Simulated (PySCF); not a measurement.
# C₃H₁₀NS₃Ta: NMR shieldings

Aim: compute the NMR shieldings of C₃H₁₀NS₃Ta (`C[S][Ta](=[NH])([S]C)[S]C`).

Programs: PySCF 2.14.0, with routines of our own; each step states its level. All values are computed. Atoms count from 0.

### Step 1. The system as given

18 atoms, charge 0, multiplicity 1; geometry from: GFN2-xTB.

### Step 2. Relaxing the molecule at PBE0-D3(BJ)/def2-SVP

Job settings and geometry (Å):

```
{"job": {"xc": "PBE0", "basis": "def2-SVP", "d3": "d3bj", "grid": 1, "maxiter": 30, "shake": 0.03, "kind": "geom"}, "charge": 0, "multiplicity": 1}
Ta     0.056220    -0.070220    -0.574220
N     -0.000530    -0.026450     1.189670
H     -0.028660    -0.030510     2.183900
S      2.010720    -1.113720    -1.520750
C      2.888740    -1.795050    -0.161320
H      3.189680    -0.937070     0.503610
H      3.796180    -2.269190    -0.558360
H      2.344140    -2.474600     0.410930
S     -0.007960     2.272730    -1.379610
C      0.076340     3.388760     0.006260
H     -0.803620     3.221790     0.643620
H      0.089740     4.409570    -0.401740
H      0.922120     3.244880     0.491540
S     -2.017470    -1.079250    -1.426030
C     -2.998960    -1.651370    -0.036540
H     -2.407240    -2.253410     0.605720
H     -3.850920    -2.093960    -0.446360
H     -3.314830    -0.726000     0.547410
```

Started as:

```console
> OMP_NUM_THREADS=1 python heavy_run.py task.json out
```

This one command runs all jobs of the session in turn.

The log of the run:

```text
step   0  E = -1425.67658896  max force = 0.086395
step   1  E = -1425.70471107  max force = 0.011529
step   2  E = -1425.70619593  max force = 0.007018
step   3  E = -1425.70666802  max force = 0.004280
step   4  E = -1425.70681866  max force = 0.001760
step   5  E = -1425.70690250  max force = 0.001261
step   6  E = -1425.70707173  max force = 0.003072
step   7  E = -1425.70732547  max force = 0.003632
step   8  E = -1425.70705303  max force = 0.006809
step   9  E = -1425.70802704  max force = 0.002691
step  10  E = -1425.70827727  max force = 0.001399
step  11  E = -1425.70808078  max force = 0.001968
step  12  E = -1425.70842774  max force = 0.000400
step  13  E = -1425.70841784  max force = 0.000253
step  14  E = -1425.70842589  max force = 0.000234
optimisation converged
```

Run time: 8.9 min. Hardware: 1 thread of Intel Xeon Platinum 8488C, shared host; peak memory 0.89 GiB.

Relaxation path: (the energy doesn't fall at every step)

```csv
step,energy from step 0 (eV),largest force component (eV/Å)
0,0.0000,4.4426
1,-0.7652,0.5928
2,-0.8056,0.3609
3,-0.8185,0.2201
4,-0.8226,0.0905
5,-0.8249,0.0648
6,-0.8295,0.1580
7,-0.8364,0.1868
8,-0.8290,0.3501
9,-0.8555,0.1384
10,-0.8623,0.0719
11,-0.8569,0.1012
12,-0.8664,0.0206
13,-0.8661,0.0130
14,-0.8663,0.0120
```

Close pairs (by a distance rule), those that changed most:

| bond | before (Å) | after (Å) | change (Å) |
| --- | --- | --- | --- |
| C9–H12 | 0.986 | 1.097 | +0.112 |
| Ta0–S8 | 2.478 | 2.373 | -0.105 |
| Ta0–S13 | 2.458 | 2.374 | -0.084 |
| S3–C4 | 1.756 | 1.824 | +0.068 |
| C4–H7 | 1.042 | 1.097 | +0.055 |
| C14–H16 | 1.044 | 1.098 | +0.054 |
| S8–C9 | 1.781 | 1.824 | +0.042 |
| C14–H17 | 1.139 | 1.098 | -0.041 |

The end geometry stands in the next job.

```
                         at the end point                value
  point group (found at 0.08 Å tolerance)                   C1
rotational constants (GHz, main isotopes)  0.825, 0.782, 0.497
                        dipole moment (D)                 3.96
```

### Step 3. NMR shieldings: PBE0/pcSseg-1 Ta:us-x2c-TZVPall-2c, spin–orbit

Job settings and geometry (Å):

```
{"job": {"kind": "hnmr", "xc": "PBE0", "basis": {"default": "pcSseg-1", "Ta": "us-x2c-TZVPall-2c"}, "rel": "so"}, "charge": 0, "multiplicity": 1}
Ta    -0.004212    -0.064874    -0.616860
N      0.088043    -0.023179     1.141818
H      0.114788    -0.011311     2.154908
S      2.106192    -0.764054    -1.446068
C      2.912990    -1.759668    -0.148621
H      3.027801    -1.169093     0.768703
H      3.901511    -2.051816    -0.527326
H      2.326073    -2.662843     0.061318
S     -0.586309     2.116316    -1.348857
C      0.029910     3.302492    -0.108113
H     -0.406969     3.088881     0.875456
H     -0.271026     4.306604    -0.435874
H      1.124611     3.258676    -0.044963
S     -1.706993    -1.595621    -1.245454
C     -2.980627    -1.496480     0.059235
H     -2.546939    -1.740407     1.037359
H     -3.763981    -2.225267    -0.188430
H     -3.421174    -0.491427     0.089497
```

With the program's defaults for keys left out, this is: PBE0/pcSseg-1 Ta:us-x2c-TZVPall-2c GIAO NMR shielding, X2C with spin-orbit coupling, screened-nuclear two-electron part, Gaussian nuclei, gas phase.

The log of the run:

```text
spin-free SCF
coarse grid: 73208 points
cycle   1  E = -16977.1038531944  dE = -8.087e-02  |g| = 1.057e+00  |ddm| = 2.068e+01
cycle   2  E = -16975.7484269410  dE =  1.355e+00  |g| = 2.806e+00  |ddm| = 2.142e+00
cycle   3  E = -16977.2008055377  dE = -1.452e+00  |g| = 4.301e-01  |ddm| = 1.959e+00
cycle   4  E = -16977.2408240914  dE = -4.002e-02  |g| = 1.927e-01  |ddm| = 7.230e-01
cycle   5  E = -16977.2498750415  dE = -9.051e-03  |g| = 6.346e-02  |ddm| = 2.596e-01
cycle   6  E = -16977.2508661685  dE = -9.911e-04  |g| = 1.385e-02  |ddm| = 5.896e-02
cycle   7  E = -16977.2509000696  dE = -3.390e-05  |g| = 4.809e-03  |ddm| = 1.324e-02
cycle   8  E = -16977.2509052526  dE = -5.183e-06  |g| = 9.415e-04  |ddm| = 3.817e-03
final grid: 149128 points
cycle   9  E = -16977.2373875606  dE = -1.110e-05  |g| = 1.602e-03  |ddm| = 2.506e-03
cycle  10  E = -16977.2373854949  dE =  2.066e-06  |g| = 3.463e-03  |ddm| = 3.139e-03
cycle  11  E = -16977.2373879683  dE = -2.473e-06  |g| = 8.681e-04  |ddm| = 2.371e-03
cycle  12  E = -16977.2373881299  dE = -1.616e-07  |g| = 1.561e-04  |ddm| = 7.982e-04
cycle  13  E = -16977.2373881334  dE = -3.463e-09  |g| = 1.086e-04  |ddm| = 2.653e-04
cycle  14  E = -16977.2373881363  dE = -2.896e-09  |g| = 1.257e-05  |ddm| = 1.078e-04
converged SCF energy = -16977.2373881363
two-component SCF
cycle   1  E = -16970.5179789003  dE = -1.697e+04  |FDS-SDF| = 2.996e+02
cycle   2  E = -16988.0421433603  dE = -1.752e+01  |FDS-SDF| = 1.287e+00
cycle   3  E = -16988.0453823260  dE = -3.239e-03  |FDS-SDF| = 6.024e-02
cycle   4  E = -16988.0453759598  dE =  6.366e-06  |FDS-SDF| = 4.150e-02
cycle   5  E = -16988.0454183485  dE = -4.239e-05  |FDS-SDF| = 2.424e-02
cycle   6  E = -16988.0455270829  dE = -1.087e-04  |FDS-SDF| = 5.426e-03
cycle   7  E = -16988.0455355044  dE = -8.422e-06  |FDS-SDF| = 1.761e-03
cycle   8  E = -16988.0455370150  dE = -1.511e-06  |FDS-SDF| = 1.027e-03
cycle   9  E = -16988.0455375733  dE = -5.583e-07  |FDS-SDF| = 1.808e-04
cycle  10  E = -16988.0455375932  dE = -1.993e-08  |FDS-SDF| = 7.467e-05
converged, E = -16988.0455375932

Field gradients (au) and densities at the nuclei (bohr^-3)
atom        Vxx        Vyy        Vzz        centre      nuclear mean
  0 Ta    -0.0351    -0.2661     0.3011    1281007.155    1213397.016
  1 N     -0.0707    -0.0916     0.1623        186.228        186.228
  2 H     -0.2050    -0.2056     0.4107          0.364          0.364
  3 S     -0.7842    -1.1224     1.9066       2352.095       2352.058
  4 C     -0.1586    -0.1675     0.3262        114.465        114.465
  5 H     -0.1413    -0.1531     0.2944          0.377          0.377
  6 H     -0.1388    -0.1534     0.2922          0.378          0.378
  7 H     -0.1404    -0.1525     0.2928          0.378          0.378
  8 S     -0.7644    -1.1538     1.9182       2352.096       2352.059
  9 C     -0.1571    -0.1659     0.3230        114.465        114.465
 10 H     -0.1413    -0.1529     0.2942          0.377          0.377
 11 H     -0.1388    -0.1533     0.2921          0.378          0.378
 12 H     -0.1405    -0.1525     0.2930          0.378          0.378
 13 S     -0.7477    -1.1820     1.9297       2352.109       2352.071
 14 C     -0.1577    -0.1667     0.3244        114.465        114.465
 15 H     -0.1412    -0.1526     0.2938          0.377          0.377
 16 H     -0.1389    -0.1535     0.2924          0.378          0.378
 17 H     -0.1401    -0.1518     0.2919          0.378          0.378
without picture change
  0 Ta                           0.5146                   3299454.792

Core orbital energies (eV)
atom   shell        mean    spread
  0 Ta 1s       -67287.565   0.000
  0 Ta 2s       -11594.194   0.000
  0 Ta 3s        -2671.648   0.000
  0 Ta 4s         -552.481   0.000
  0 Ta 5s          -76.948   0.000
  0 Ta 2p1/2    -11074.534   0.000
  0 Ta 2p3/2     -9807.783   0.003
  0 Ta 3p1/2     -2441.170   0.000
  0 Ta 3p3/2     -2166.784   0.004
  0 Ta 4p1/2      -457.118   0.000
  0 Ta 4p3/2      -393.740   0.005
  0 Ta 5p1/2       -48.683   0.000
  0 Ta 5p3/2       -39.945   0.251
  0 Ta 3d3/2     -1779.220   0.004
  0 Ta 3d5/2     -1719.789   0.006
  0 Ta 4d3/2      -237.042   0.004
  0 Ta 4d5/2      -225.273   0.006
  0 Ta 4f5/2       -29.188   0.021
  0 Ta 4f7/2       -27.240   0.032
  3 S  1s        -2430.078   0.000
  3 S  2s         -218.965   0.000
  3 S  3s          -20.422   0.000
  3 S  2p1/2      -162.441   0.000
  3 S  2p3/2      -161.185   0.100
  8 S  1s        -2430.051   0.000
  8 S  2s         -218.937   0.000
  8 S  3s          -20.395   0.000
  8 S  2p1/2      -162.413   0.000
  8 S  2p3/2      -161.157   0.102
 13 S  1s        -2430.048   0.000
 13 S  2s         -218.933   0.000
 13 S  3s          -20.384   0.000
 13 S  2p1/2      -162.409   0.000
 13 S  2p3/2      -161.153   0.102

vertical triplet (scalar unrestricted SCF): 3.537 eV

Shielding tensors (ppm)
atom      isotropic    diamagn.    paramagn.     s11        s22        s33       span
  0 Ta     4012.27     7651.24    -3638.97    2098.02    4915.27    5023.53    2925.51
  1 N      -151.31      327.74     -479.05    -310.39    -304.34     160.80     471.19
  2 H        23.72       34.27      -10.55      18.97      19.31      32.88      13.91
  3 S       241.33     1039.61     -798.28    -382.84     473.44     633.39    1016.22
  4 C       161.47      249.49      -88.01     135.29     163.38     185.76      50.47
  5 H        27.81       30.70       -2.89      23.11      27.35      32.96       9.85
  6 H        28.09       27.19        0.90      22.65      24.83      36.80      14.14
  7 H        27.93       30.02       -2.09      23.20      26.99      33.59      10.38
  8 S       256.85     1039.60     -782.75    -343.23     476.97     636.80     980.03
  9 C       161.54      249.69      -88.15     135.47     163.32     185.82      50.34
 10 H        27.87       30.88       -3.01      23.21      27.41      33.00       9.79
 11 H        28.12       27.37        0.74      22.69      24.87      36.79      14.10
 12 H        28.02       30.13       -2.12      23.24      27.01      33.80      10.56
 13 S       259.88     1039.48     -779.60    -335.16     473.90     640.90     976.06
 14 C       162.63      249.80      -87.17     139.17     164.10     184.62      45.45
 15 H        27.91       30.84       -2.92      23.22      27.48      33.05       9.83
 16 H        28.21       27.29        0.92      22.88      25.01      36.75      13.88
 17 H        28.13       30.18       -2.05      23.21      27.29      33.87      10.65
```

Run time: 23 min. Hardware: 1 thread of Intel Xeon Platinum 8488C, shared host; peak memory 2.5 GiB.

Key values:

```
                       quantity        value
energy from spin-orbit coupling  -10.8081 Eh
```

### Step 4. NMR shieldings: PBE0/pcSseg-1 Ta:us-x2c-TZVPall-2c, spin-free

The job, as its differences from that of step 3:

```diff
@@ -1,2 +1,2 @@
-{"job": {"kind": "hnmr", "xc": "PBE0", "basis": {"default": "pcSseg-1", "Ta": "us-x2c-TZVPall-2c"}, "rel": "so"}, "charge": 0, "multiplicity": 1}
+{"job": {"kind": "hnmr", "xc": "PBE0", "basis": {"default": "pcSseg-1", "Ta": "us-x2c-TZVPall-2c"}, "rel": "sf"}, "charge": 0, "multiplicity": 1}
 Ta    -0.004212    -0.064874    -0.616860
```

Level: PBE0/pcSseg-1 Ta:us-x2c-TZVPall-2c GIAO NMR shielding, spin-free X2C, Gaussian nuclei, gas phase.

The log of the run:

```text
spin-free SCF
coarse grid: 73208 points
cycle   1  E = -16977.1038531944  dE = -8.087e-02  |g| = 1.057e+00  |ddm| = 2.068e+01
cycle   2  E = -16975.7484269410  dE =  1.355e+00  |g| = 2.806e+00  |ddm| = 2.142e+00
cycle   3  E = -16977.2008055377  dE = -1.452e+00  |g| = 4.301e-01  |ddm| = 1.959e+00
cycle   4  E = -16977.2408240914  dE = -4.002e-02  |g| = 1.927e-01  |ddm| = 7.230e-01
cycle   5  E = -16977.2498750415  dE = -9.051e-03  |g| = 6.346e-02  |ddm| = 2.596e-01
cycle   6  E = -16977.2508661685  dE = -9.911e-04  |g| = 1.385e-02  |ddm| = 5.896e-02
cycle   7  E = -16977.2509000696  dE = -3.390e-05  |g| = 4.809e-03  |ddm| = 1.324e-02
cycle   8  E = -16977.2509052526  dE = -5.183e-06  |g| = 9.415e-04  |ddm| = 3.817e-03
final grid: 149128 points
cycle   9  E = -16977.2373875606  dE = -1.110e-05  |g| = 1.602e-03  |ddm| = 2.506e-03
cycle  10  E = -16977.2373854949  dE =  2.066e-06  |g| = 3.463e-03  |ddm| = 3.139e-03
cycle  11  E = -16977.2373879683  dE = -2.473e-06  |g| = 8.681e-04  |ddm| = 2.371e-03
cycle  12  E = -16977.2373881299  dE = -1.616e-07  |g| = 1.561e-04  |ddm| = 7.982e-04
cycle  13  E = -16977.2373881334  dE = -3.463e-09  |g| = 1.086e-04  |ddm| = 2.653e-04
cycle  14  E = -16977.2373881363  dE = -2.896e-09  |g| = 1.257e-05  |ddm| = 1.078e-04
converged SCF energy = -16977.2373881363
check of the scalar solution
cycle   1  E = -16977.2373881362  dE = -1.698e+04  |FDS-SDF| = 9.280e+00
cycle   2  E = -16977.2384018331  dE = -1.014e-03  |FDS-SDF| = 8.260e-03
cycle   3  E = -16977.2384018336  dE = -4.693e-10  |FDS-SDF| = 4.341e-05
converged, E = -16977.2384018336

Field gradients (au) and densities at the nuclei (bohr^-3)
atom        Vxx        Vyy        Vzz        centre      nuclear mean
  0 Ta    -0.0308    -0.2499     0.2807    1275220.476    1207691.050
  1 N     -0.0699    -0.0908     0.1607        186.230        186.230
  2 H     -0.2050    -0.2056     0.4107          0.364          0.364
  3 S     -0.7947    -1.1148     1.9095       2352.102       2352.065
  4 C     -0.1589    -0.1676     0.3264        114.465        114.465
  5 H     -0.1413    -0.1531     0.2944          0.377          0.377
  6 H     -0.1388    -0.1534     0.2922          0.378          0.378
  7 H     -0.1403    -0.1525     0.2928          0.378          0.378
  8 S     -0.7755    -1.1455     1.9210       2352.104       2352.066
  9 C     -0.1573    -0.1660     0.3233        114.465        114.465
 10 H     -0.1413    -0.1529     0.2942          0.377          0.377
 11 H     -0.1388    -0.1533     0.2921          0.378          0.378
 12 H     -0.1405    -0.1525     0.2930          0.378          0.378
 13 S     -0.7587    -1.1741     1.9328       2352.116       2352.078
 14 C     -0.1579    -0.1668     0.3247        114.465        114.464
 15 H     -0.1412    -0.1526     0.2938          0.377          0.377
 16 H     -0.1389    -0.1535     0.2924          0.378          0.378
 17 H     -0.1401    -0.1518     0.2919          0.378          0.378
without picture change
  0 Ta                           0.5450                   3299887.231

Core orbital energies (eV)
atom   shell        mean    spread
  0 Ta 1s       -67299.772   0.000
  0 Ta 2s       -11597.073   0.000
  0 Ta 3s        -2672.560   0.000
  0 Ta 4s         -552.748   0.000
  0 Ta 5s          -77.006   0.000
  0 Ta 2p       -10194.616   0.004
  0 Ta 3p        -2251.307   0.006
  0 Ta 4p         -413.218   0.008
  0 Ta 5p          -42.605   0.305
  0 Ta 3d        -1743.898   0.006
  0 Ta 4d         -230.059   0.009
  0 Ta 4f          -28.168   0.047
  3 S  1s        -2430.072   0.000
  3 S  2s         -218.960   0.000
  3 S  3s          -20.422   0.000
  3 S  2p         -161.599   0.167
  8 S  1s        -2430.046   0.000
  8 S  2s         -218.932   0.000
  8 S  3s          -20.395   0.000
  8 S  2p         -161.571   0.169
 13 S  1s        -2430.042   0.000
 13 S  2s         -218.928   0.000
 13 S  3s          -20.384   0.000
 13 S  2p         -161.566   0.171

Shielding tensors (ppm)
atom      isotropic    diamagn.    paramagn.     s11        s22        s33       span
  0 Ta      801.82     8735.91    -7934.10    -943.73    1625.58    1723.59    2667.32
  1 N      -111.22      327.67     -438.89    -254.48    -246.90     167.72     422.21
  2 H        25.71       34.32       -8.61      21.91      22.10      33.11      11.20
  3 S       259.53     1054.59     -795.05    -365.98     510.67     633.91     999.89
  4 C       158.79      249.26      -90.47     137.02     158.27     181.10      44.08
  5 H        28.27       30.70       -2.42      23.52      27.68      33.62      10.09
  6 H        29.04       27.21        1.83      23.51      26.34      37.27      13.76
  7 H        28.32       30.00       -1.68      23.44      27.52      34.00      10.56
  8 S       273.93     1054.56     -780.63    -326.47     511.55     636.71     963.18
  9 C       158.72      249.46      -90.74     136.74     158.24     181.19      44.45
 10 H        28.31       30.88       -2.56      23.60      27.71      33.63      10.03
 11 H        29.05       27.39        1.66      23.53      26.35      37.27      13.74
 12 H        28.40       30.12       -1.71      23.49      27.53      34.19      10.71
 13 S       277.66     1054.45     -776.79    -318.39     509.71     641.65     960.04
 14 C       159.76      249.58      -89.83     140.07     158.47     180.73      40.66
 15 H        28.36       30.84       -2.47      23.64      27.75      33.70      10.06
 16 H        29.05       27.31        1.74      23.55      26.31      37.28      13.73
 17 H        28.50       30.16       -1.65      23.48      27.78      34.25      10.77
```

Run time: 7.1 min. Hardware: 1 thread of Intel Xeon Platinum 8488C, shared host; peak memory 1.9 GiB.

### Step 5. Shieldings side by side

```csv
run,Ta0,N1,S3,S13,S8,C14,C9,time
"step 3, PBE0/pcSseg-1 Ta:us-x2c-TZVPall-2c, spin–orbit",4012.3,-151.3,241.3,259.9,256.8,162.6,161.5,23 min
"step 4, PBE0/pcSseg-1 Ta:us-x2c-TZVPall-2c, spin-free",801.8,-111.2,259.5,277.7,273.9,159.8,158.7,7.1 min
```

### Step 6. Results

| quantity | value |
| --- | --- |
| point group | C1 |
| rotational constants (main isotopes) | 0.82, 0.78, 0.50 GHz |
| energy from spin-orbit coupling (step 3, PBE0/pcSseg-1 Ta:us-x2c-TZVPall-2c, spin–orbit) | -10.8081 Eh |
| shieldings (step 3, PBE0/pcSseg-1 Ta:us-x2c-TZVPall-2c, spin–orbit) | Ta0 4012.3, N1 -151.3, S3 241.3, C4 161.5, S8 256.8, C9 161.5, S13 259.9, C14 162.6 ppm |
| shieldings (step 4, PBE0/pcSseg-1 Ta:us-x2c-TZVPall-2c, spin-free) | Ta0 801.8, N1 -111.2, S3 259.5, C4 158.8, S8 273.9, C9 158.7, S13 277.7, C14 159.8 ppm |

In words: The start was shaken at random, so part of the energy gained undoes that. The optimisation took 14 steps and gained 0.866 eV; among the close pairs (by a distance rule), C9–H12 changed most, from 0.986 to 1.097 Å. No frequency check was run at this level, so the end point may be a saddle. A contracted two-component basis is stiff near heavy nuclei, so the absolute shieldings of the heavy atoms from it are rough. In step 3, Ta0 has the widest tensor, 2926 ppm. Ta0 moves most between the runs, by 3210 ppm; the labels say what changes from run to run.
